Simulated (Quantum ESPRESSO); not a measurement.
Runs of Quantum ESPRESSO 7.5 on NiMoIrPdW. It takes space group P3m1 (No. 156, trigonal). The conventional cell has a = 2.761 Å, b = 2.761 Å, c = 11.341 Å, α = 90.00°, β = 90.00°, γ = 120.00°. Ni (site symmetry 3m) is surrounded by 3 W at 2.59 Å and 3 Pd at 2.68 Å and 6 Ni at 2.76 Å. Mo (site symmetry 3m) has 3 Ir at 2.66 Å and 1 W at 2.66 Å and 6 Mo at 2.76 Å as nearest neighbours. Pd (site symmetry 3m) is surrounded by 3 Ni at 2.68 Å and 6 Pd at 2.76 Å and 3 Ir at 2.84 Å. Ir (site symmetry 3m) is surrounded by 3 Mo at 2.66 Å and 6 Ir at 2.76 Å and 3 Pd at 2.84 Å. W (site symmetry 3m) has 3 Ni at 2.59 Å and 1 Mo at 2.66 Å and 6 W at 2.76 Å as nearest neighbours. The cell was built by a generator and needn't be a form met in nature.

```csv
task,level,potentials or basis,cell,cutoff (eV),form of the LDA correlation,most ionic steps,forc conv thr,etot conv thr,ion dynamics,gap on the mesh (eV),pressure (GPa),moment (μB),largest force (eV/Å)
band structure,LDA,SG15 PBE 1.2,as given,1020,PZ81,-,-,-,-,none,(a),0.00,0.45
band structure,PBEsol,SG15 PBE 1.2,as given,1020,-,-,-,-,-,none,-9.2,0.00,0.19
relaxation of cell and atoms,vdW-DF-cx,SSSP 1.3 efficiency PBE,relaxed to 0.3 kbar,816,-,40,0.0004 Ry/bohr,1e-05 Ry,bfgs,none,0.0,0.00,-
relaxation of cell and atoms,LDA,SSSP 1.3 efficiency PBE,relaxed to 0.3 kbar,816,PZ81,40,0.0004 Ry/bohr,1e-05 Ry,bfgs,none,-0.1,0.00,0.01
```

Alike in all rows: spin collinear, ferromagnetic start; k mesh 7 × 7 × 2; smearing fermi-dirac 0.05 eV; the mesh is coarse, so values aren't converged.

**Question.** Estimate the missing entries.

**Answer.** (a) -16.1.

Caveats: all runs use coarse meshes; the potentials were made for another functional, which shifts forces and pressure; spin-orbit coupling is left out, which moves the levels of the heavy elements (some runs).

A k mesh can miss the band edges, and the runs leave out spin-orbit coupling on Ir, Mo, Pd, W.

A gap of «none» marks a metal or a gap under the smearing width.

The runs don't all hold the same shells in valence.

Runs at the PBE level aren't shown here.
